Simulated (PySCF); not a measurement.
# trichlorofluorosilane (SiCl3F): electronic excitations at several levels of theory, part 2 of 2

PySCF 2.14.0. Atoms count from 0.

## 7. TDDFT and polarisability: PBE0/aug-cc-pVDZ

Job settings and geometry (Å):

```
{"job": {"kind": "uv", "xc": "PBE0", "basis": "aug-cc-pVDZ"}, "charge": 0, "multiplicity": 1}
F      0.070725    -0.009080     1.567582
Si     0.098119    -0.019736    -0.034246
Cl     1.922657    -0.663905    -0.633497
Cl    -0.244009     1.866541    -0.692597
Cl    -1.347050    -1.279956    -0.688117
```

With the program's defaults for keys left out, this is: TDDFT PBE0/aug-cc-pVDZ, vertical, gas phase, core orbitals frozen in the response.

The program printed:

```text
coarse grid: 7584 points
cycle   1  E = -1769.4108628937  dE =  6.553e-01  |g| = 5.777e-01  |ddm| = 3.968e+00
cycle   2  E = -1769.3309178865  dE =  7.995e-02  |g| = 8.861e-01  |ddm| = 2.627e+00
cycle   3  E = -1769.4830419469  dE = -1.521e-01  |g| = 6.293e-02  |ddm| = 1.379e+00
cycle   4  E = -1769.4837785243  dE = -7.366e-04  |g| = 2.450e-02  |ddm| = 1.608e-01
cycle   5  E = -1769.4839118886  dE = -1.334e-04  |g| = 6.084e-03  |ddm| = 4.521e-02
cycle   6  E = -1769.4839225485  dE = -1.066e-05  |g| = 7.339e-04  |ddm| = 1.109e-02
cycle   7  E = -1769.4839226880  dE = -1.395e-07  |g| = 1.537e-04  |ddm| = 2.092e-03
final grid: 58768 points
cycle   8  E = -1769.5119992067  dE = -6.471e-06  |g| = 1.607e-03  |ddm| = 3.095e-02
cycle   9  E = -1769.5119993055  dE = -9.876e-08  |g| = 1.647e-03  |ddm| = 7.111e-03
cycle  10  E = -1769.5119998616  dE = -5.562e-07  |g| = 4.157e-04  |ddm| = 3.124e-03
cycle  11  E = -1769.5119998909  dE = -2.928e-08  |g| = 4.633e-05  |ddm| = 6.282e-04
cycle  12  E = -1769.5119998913  dE = -3.429e-10  |g| = 1.549e-05  |ddm| = 1.120e-04
converged SCF energy = -1769.5119998913

Static polarisability (au): isotropic 62.068, principal 52.188 66.955 67.061

Singlet excitations
state   eV       nm        f      main configurations
  1   7.3761    168.1   0.00000   H->L 0.97
  2   7.6899    161.2   0.02733   H-1->L 0.94
  3   7.6919    161.2   0.02718   H-2->L 0.94
  4   8.3238    149.0   0.05586   H-3->L 0.91
  5   8.3314    148.8   0.05750   H-4->L 0.90
  6   8.5165    145.6   0.04526   H-5->L 0.93
  7   8.5325    145.3   0.00000   H->L+1 0.90
  8   8.8949    139.4   0.00000   H-1->L+1 0.69, H->L+3 0.17
  9   8.8954    139.4   0.00001   H-2->L+1 0.68, H->L+2 0.18
 10   9.0873    136.4   0.00002   H->L+4 0.83

Triplet excitations (Tamm-Dancoff, eV): 6.9479 7.2050 7.2059 7.7733
```

Run time: 12 s. Hardware: 1 thread of Arm Neoverse V1, shared host; peak memory 0.58 GiB.

In short: HOMO -9.70 eV, LUMO -0.90 eV; lowest singlet 7.38 eV.

## 8. Ultraviolet spectrum: PBE0/aug-cc-pVTZ

Job settings and geometry (Å):

```
{"job": {"kind": "uv", "xc": "PBE0", "basis": "aug-cc-pVTZ"}, "charge": 0, "multiplicity": 1}
F      0.070725    -0.009080     1.567582
Si     0.098119    -0.019736    -0.034246
Cl     1.922657    -0.663905    -0.633497
Cl    -0.244009     1.866541    -0.692597
Cl    -1.347050    -1.279956    -0.688117
```

Method: TDDFT PBE0/aug-cc-pVTZ, vertical, gas phase, core orbitals frozen in the response.

The program printed:

```text
coarse grid: 7584 points
cycle   1  E = -1769.5071995405  dE =  6.152e-01  |g| = 6.238e-01  |ddm| = 3.599e+00
cycle   2  E = -1769.4157061207  dE =  9.149e-02  |g| = 9.867e-01  |ddm| = 1.856e+00
cycle   3  E = -1769.5791178669  dE = -1.634e-01  |g| = 6.819e-02  |ddm| = 1.030e+00
cycle   4  E = -1769.5798873040  dE = -7.694e-04  |g| = 2.636e-02  |ddm| = 1.077e-01
cycle   5  E = -1769.5799953133  dE = -1.080e-04  |g| = 8.631e-03  |ddm| = 3.719e-02
cycle   6  E = -1769.5800152101  dE = -1.990e-05  |g| = 1.518e-03  |ddm| = 1.117e-02
cycle   7  E = -1769.5800157130  dE = -5.029e-07  |g| = 2.585e-04  |ddm| = 1.997e-03
final grid: 58768 points
cycle   8  E = -1769.6101393796  dE = -2.123e-05  |g| = 2.542e-03  |ddm| = 4.323e-02
cycle   9  E = -1769.6101396215  dE = -2.419e-07  |g| = 2.349e-03  |ddm| = 6.625e-03
cycle  10  E = -1769.6101407020  dE = -1.080e-06  |g| = 4.226e-04  |ddm| = 3.156e-03
cycle  11  E = -1769.6101407481  dE = -4.613e-08  |g| = 7.017e-05  |ddm| = 6.017e-04
cycle  12  E = -1769.6101407492  dE = -1.114e-09  |g| = 2.096e-05  |ddm| = 7.999e-05
cycle  13  E = -1769.6101407493  dE = -6.457e-11  |g| = 8.261e-06  |ddm| = 2.654e-05
converged SCF energy = -1769.6101407493

Static polarisability (au): isotropic 63.103, principal 53.325 67.940 68.043

Singlet excitations
state   eV       nm        f      main configurations
  1   7.4813    165.7   0.00000   H->L 0.96
  2   7.7896    159.2   0.02833   H-1->L 0.92
  3   7.7914    159.1   0.02816   H-2->L 0.92
  4   8.4087    147.4   0.05570   H-3->L 0.88
  5   8.4160    147.3   0.05734   H-4->L 0.88
  6   8.4954    145.9   0.00000   H->L+1 0.86
  7   8.6165    143.9   0.04686   H-5->L 0.92
  8   8.8609    139.9   0.00009   H-1->L+1 0.69, H->L+3 0.13
  9   8.8618    139.9   0.00009   H-2->L+1 0.69, H->L+2 0.13
 10   9.0141    137.5   0.00001   H->L+4 0.78, H->L+1 0.09, H->L+5 0.08

Triplet excitations (Tamm-Dancoff, eV): 7.0447 7.2929 7.2939 7.8480
```

It took 34 s on 1 thread of Arm Neoverse V1, shared host; peak memory 0.86 GiB.

Key values: HOMO -9.71 eV, LUMO -0.80 eV; lowest singlet 7.48 eV.

## 9. Excited states and response: PBE0/def2-TZVPD

Job settings and geometry (Å):

```
{"job": {"kind": "uv", "xc": "PBE0", "basis": "def2-TZVPD"}, "charge": 0, "multiplicity": 1}
F      0.070725    -0.009080     1.567582
Si     0.098119    -0.019736    -0.034246
Cl     1.922657    -0.663905    -0.633497
Cl    -0.244009     1.866541    -0.692597
Cl    -1.347050    -1.279956    -0.688117
```

With the program's defaults for keys left out, this is: TDDFT PBE0/def2-TZVPD, vertical, gas phase, core orbitals frozen in the response.

The program printed:

```text
coarse grid: 7584 points
cycle   1  E = -1769.5201696504  dE =  5.966e-01  |g| = 6.237e-01  |ddm| = 2.050e+00
cycle   2  E = -1769.4269985161  dE =  9.317e-02  |g| = 9.915e-01  |ddm| = 1.012e+00
cycle   3  E = -1769.5906820397  dE = -1.637e-01  |g| = 6.928e-02  |ddm| = 5.968e-01
cycle   4  E = -1769.5914532288  dE = -7.712e-04  |g| = 2.897e-02  |ddm| = 7.165e-02
cycle   5  E = -1769.5915738147  dE = -1.206e-04  |g| = 8.254e-03  |ddm| = 2.208e-02
cycle   6  E = -1769.5915903306  dE = -1.652e-05  |g| = 2.279e-03  |ddm| = 7.005e-03
cycle   7  E = -1769.5915915138  dE = -1.183e-06  |g| = 2.615e-04  |ddm| = 1.450e-03
final grid: 58768 points
cycle   8  E = -1769.5969828231  dE = -2.452e-05  |g| = 4.247e-03  |ddm| = 2.226e-02
cycle   9  E = -1769.5969829001  dE = -7.699e-08  |g| = 3.593e-03  |ddm| = 5.151e-03
cycle  10  E = -1769.5969846490  dE = -1.749e-06  |g| = 8.989e-04  |ddm| = 2.872e-03
cycle  11  E = -1769.5969848016  dE = -1.527e-07  |g| = 9.243e-05  |ddm| = 5.653e-04
cycle  12  E = -1769.5969848031  dE = -1.492e-09  |g| = 3.575e-05  |ddm| = 9.012e-05
cycle  13  E = -1769.5969848034  dE = -2.456e-10  |g| = 1.179e-05  |ddm| = 2.828e-05
converged SCF energy = -1769.5969848034

Static polarisability (au): isotropic 63.358, principal 53.511 68.232 68.332

Singlet excitations
state   eV       nm        f      main configurations
  1   7.4732    165.9   0.00000   H->L 0.96
  2   7.7835    159.3   0.02767   H-1->L 0.92
  3   7.7853    159.3   0.02750   H-2->L 0.92
  4   8.4041    147.5   0.05127   H-3->L 0.87
  5   8.4112    147.4   0.05272   H-4->L 0.86
  6   8.4210    147.2   0.00027   H->L+1 0.86, H->L+4 0.10
  7   8.6140    143.9   0.04349   H-5->L 0.91
  8   8.8011    140.9   0.00058   H-1->L+1 0.67, H->L+3 0.14
  9   8.8017    140.9   0.00059   H-2->L+1 0.66, H->L+2 0.14
 10   8.9862    138.0   0.00001   H->L+4 0.82, H->L+1 0.10

Triplet excitations (Tamm-Dancoff, eV): 7.0266 7.2766 7.2776 7.8346
```

Wall time 29 s (1 thread of Arm Neoverse V1, shared host); peak memory 0.83 GiB.

This run: HOMO -9.69 eV, LUMO -0.80 eV; lowest singlet 7.47 eV.

## 10. Excited states and response: PBE0/6-31+G*

Job settings and geometry (Å):

```
{"job": {"kind": "uv", "xc": "PBE0", "basis": "6-31+G*"}, "charge": 0, "multiplicity": 1}
F      0.070725    -0.009080     1.567582
Si     0.098119    -0.019736    -0.034246
Cl     1.922657    -0.663905    -0.633497
Cl    -0.244009     1.866541    -0.692597
Cl    -1.347050    -1.279956    -0.688117
```

Method: TDDFT PBE0/6-31+G*, vertical, gas phase, core orbitals frozen in the response.

The program printed:

```text
coarse grid: 7584 points
cycle   1  E = -1769.3768440897  dE =  6.438e-01  |g| = 5.818e-01  |ddm| = 2.560e+00
cycle   2  E = -1769.3021288278  dE =  7.472e-02  |g| = 8.766e-01  |ddm| = 1.502e+00
cycle   3  E = -1769.4526953057  dE = -1.506e-01  |g| = 6.550e-02  |ddm| = 8.341e-01
cycle   4  E = -1769.4535373180  dE = -8.420e-04  |g| = 2.414e-02  |ddm| = 9.798e-02
cycle   5  E = -1769.4536700687  dE = -1.328e-04  |g| = 4.479e-03  |ddm| = 3.600e-02
cycle   6  E = -1769.4536755835  dE = -5.515e-06  |g| = 4.655e-04  |ddm| = 7.549e-03
final grid: 58768 points
cycle   7  E = -1769.4115272421  dE = -6.028e-06  |g| = 2.038e-03  |ddm| = 1.466e-02
cycle   8  E = -1769.4115269213  dE =  3.207e-07  |g| = 2.588e-03  |ddm| = 5.162e-03
cycle   9  E = -1769.4115282909  dE = -1.370e-06  |g| = 3.777e-04  |ddm| = 2.566e-03
cycle  10  E = -1769.4115283176  dE = -2.668e-08  |g| = 5.011e-05  |ddm| = 3.928e-04
cycle  11  E = -1769.4115283179  dE = -3.938e-10  |g| = 2.836e-05  |ddm| = 1.008e-04
converged SCF energy = -1769.4115283179

Static polarisability (au): isotropic 52.584, principal 41.906 57.851 57.994

Singlet excitations
state   eV       nm        f      main configurations
  1   7.3764    168.1   0.00000   H->L 0.97
  2   7.6923    161.2   0.02618   H-1->L 0.94
  3   7.6941    161.1   0.02600   H-2->L 0.94
  4   8.3340    148.8   0.05107   H-3->L 0.92
  5   8.3417    148.6   0.05258   H-4->L 0.92
  6   8.5458    145.1   0.04062   H-5->L 0.94
  7   8.6098    144.0   0.00000   H->L+1 0.88
  8   8.9780    138.1   0.00029   H-2->L+1 0.66, H->L+3 0.14
  9   8.9784    138.1   0.00034   H-1->L+1 0.67, H->L+4 0.18
 10   9.1134    136.0   0.00001   H->L+2 0.56, H->L+3 0.22, H->L+4 0.10

Triplet excitations (Tamm-Dancoff, eV): 6.9390 7.1997 7.2008 7.7757
```

Wall time 8.7 s (1 thread of Arm Neoverse V1, shared host); peak memory 0.49 GiB.

In short: HOMO -9.78 eV, LUMO -0.98 eV; lowest singlet 7.38 eV.

## 11. Comparing the runs: electronic excitations

Excitations and ground-state properties, with basis size and wall time:

```csv
run,lowest singlet (eV),brightest (eV),f,gap (eV),α (Å³),μ (D),functions,time
wB97X-D/def2-SVPD,7.75,8.70,0.062,12.49,9.15,0.65,128,71 s
LC-wPBE/def2-SVPD,8.21,9.08,0.069,13.81,9.01,0.61,128,99 s
PBE0/6-31G*,7.60,8.56,0.047,9.11,6.67,0.35,86,5.9 s
PBE0/def2-SVP,7.87,8.84,0.033,9.42,6.30,0.58,86,5.4 s
PBE0/def2-TZVP,7.65,8.59,0.038,9.18,8.17,0.65,179,18 s
PBE0/aug-cc-pVDZ,7.38,8.33,0.058,8.80,9.20,0.63,131,12 s
PBE0/aug-cc-pVTZ,7.48,8.42,0.057,8.90,9.35,0.63,246,34 s
PBE0/def2-TZVPD,7.47,8.41,0.053,8.90,9.39,0.65,221,29 s
PBE0/6-31+G*,7.38,8.34,0.053,8.80,7.79,0.59,106,8.7 s
```

## 12. Results

The summary covers parts 1 to 2.

```
                                quantity                        value
      lowest singlet (wB97X-D/def2-SVPD)  7.75 eV (160 nm), f = 0.000
brightest single state of those computed  state 5, 8.70 eV, f = 0.062
                          lowest triplet                      7.31 eV
       vertical ionisation energy (ΔSCF)                     12.16 eV
             range of the lowest singlet              7.38 to 8.21 eV
```

What this shows: Single values in the summary come from the first sound run of each kind (wB97X-D/def2-SVPD), which need not be the best level. The first singlet state (HOMO→LUMO 0.90) lies at 7.75 eV and is dark; of the 10 states computed, the strongest absorption comes from states 4 to 5 together at 8.70 eV. The lowest triplet lies 0.45 eV below the lowest singlet (triplets in Tamm-Dancoff, singlets in full TDDFT). The orbital energy would give 11.65 eV for ionisation, ΔSCF gives 12.16 eV. The lowest singlet runs from 7.38 eV (PBE0/aug-cc-pVDZ) to 8.21 eV (LC-wPBE/def2-SVPD), while the orbital gap spans 8.80 to 13.81 eV. The lowest state need not be the same one in every run.
